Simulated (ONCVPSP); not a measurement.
**Pseudopotential generation for Cu: ONCV, PBE**

Task: generate the file, and judge it by its errors in other configurations, its logarithmic derivatives, its ghosts and its cutoff.

The numbers are computed with ONCVPSP 4.0.1.1 (patched build) (PBE, scalar-relativistic, spin-unpolarised reference atom).

## (1) The atom and the settings

The settings as typed:

- element: copper (Cu, Z = 29)
- type: optimised norm-conserving Vanderbilt (ONCV)
- frozen core: [Ne]
- valence charge: 19
- reference configuration: 3s2 3p6 3d10 4s1
- partial waves: 3s+4s: rc 1.25 bohr, ncon 4, nbas 7, qcut 12.4 1/bohr, 2 projectors; 3p: rc 0.90 bohr, ncon 5, nbas 9, qcut 14.2 1/bohr, 2 projectors, debl 1.5 Ha; 3d: rc 1.60 bohr, ncon 4, nbas 9, qcut 9 1/bohr, 2 projectors, debl 2.8 Ha
- local potential: polynomial inside 0.70 bohr (lpopt 5, dvloc0 3 Ha)
- core correction: Teter function, fcfact 5.25, rcfact 1.45

An earlier all-electron run gives the scale for the radii.

All-electron outer shells of the reference configuration (PBE, scalar-relativistic, ld1.x):

| shell | level (eV) | outermost node (bohr) | outermost maximum (bohr) |
| --- | --- | --- | --- |
| 2p | -916.98 | – | 0.16 |
| 3s | -114.70 | 0.29 | 0.61 |
| 3p | -72.14 | 0.26 | 0.62 |
| 3d | -5.04 | – | 0.60 |
| 4s | -4.61 | 0.89 | 2.27 |
| 4p | -0.70 | 0.97 | 3.65 |

## (2) Generation

Input file Cu.dat:

```
# ATOM AND REFERENCE CONFIGURATION
# atsym  z   nc   nv     iexc    psfile
  Cu 29.00    3    4        4      upf
#
#   n    l    f
    1    0    2.00
    2    0    2.00
    2    1    6.00
    3    0    2.00
    3    1    6.00
    3    2   10.00
    4    0    1.00
#
# PSEUDOPOTENTIAL AND OPTIMIZATION
# lmax
    2
#
#   l,   rc,      ep,       ncon, nbas, qcut
    0    1.25    0.00    4    7   12.40
    1    0.90    0.00    5    9   14.20
    2    1.60    0.00    4    9    9.00
#
# LOCAL POTENTIAL
# lloc, lpopt,  rc(5),   dvloc0
    4    5    0.70    3.00
#
# VANDERBILT-KLEINMAN-BYLANDER PROJECTORs
# l, nproj, debl
    0    2    3.80
    1    2    1.50
    2    2    2.80
#
# MODEL CORE CHARGE
# icmod, fcfact, rcfact
    3    5.25    1.45
#
# LOG DERIVATIVE ANALYSIS
# epsh1, epsh2, depsh
   -6.00    5.00    0.04
#
# OUTPUT GRID
# rlmax, drl
    6.00    0.01
#
# TEST CONFIGURATIONS
# ncnf
    4
# nvcnf
#   n    l    f
    4
    3    0    2.00
    3    1    6.00
    3    2   10.00
    4    0    0.00
#
    4
    3    0    2.00
    3    1    6.00
    3    2    9.00
    4    0    0.00
#
    4
    3    0    2.00
    3    1    6.00
    3    2    8.00
    4    0    0.00
#
    4
    3    0    2.00
    3    1    5.00
    3    2   10.00
    4    0    1.00
#
```

Launch:

```sh
oncvpsp.x < Cu.dat > Cu.out
```

Before running it: what results should come out? Wanted: cutoffs for 1 and 0.1 mHa per electron, occupied waves; bound ghosts; GHOST(+) flags; largest test error; largest phase difference near zero energy, channels read; rms error of d²Exc/dn², without and with the model core; projector energies reset by the program.

**Answer**, as computed:

| quantity | value |
| --- | --- |
| cutoffs for 1 and 0.1 mHa per electron, occupied waves | 70 Ha and 90 Ha |
| bound ghosts | none found |
| GHOST(+) flags | none at low energy |
| largest test error (AE − PS) | -370 meV, for 3s2 3p5 3d10 4s1 (1 test unsolved) |
| largest phase difference near zero energy, channels read | 0.000 rad |
| rms error of d²Exc/dn², without and with the model core | 3.60 and 1.81 mHa |
| projector energies reset by the program | p: -2.651, 0.250 Ha |

What this shows: The worst unpolarised test, 3s2 3p5 3d10 4s1, is off by 370 meV on 79.5 eV; by total energies transferability rates as poor. That test lies far up in energy; among those under 40 eV, nearer to bonding, the largest error is 10 meV. Of the tests 1 gave no usable energy difference, which is a warning in itself. It counts as very hard, with 70 Ha needed at the looser tolerance. At the looser tolerance the 3p wave is the slowest; 3s needs 44 Ha. The program's ghost test flags no bound state. Near zero energy the phases of the channels with partial waves agree within 0.001 rad. All of this concerns the isolated atom, not yet a solid.
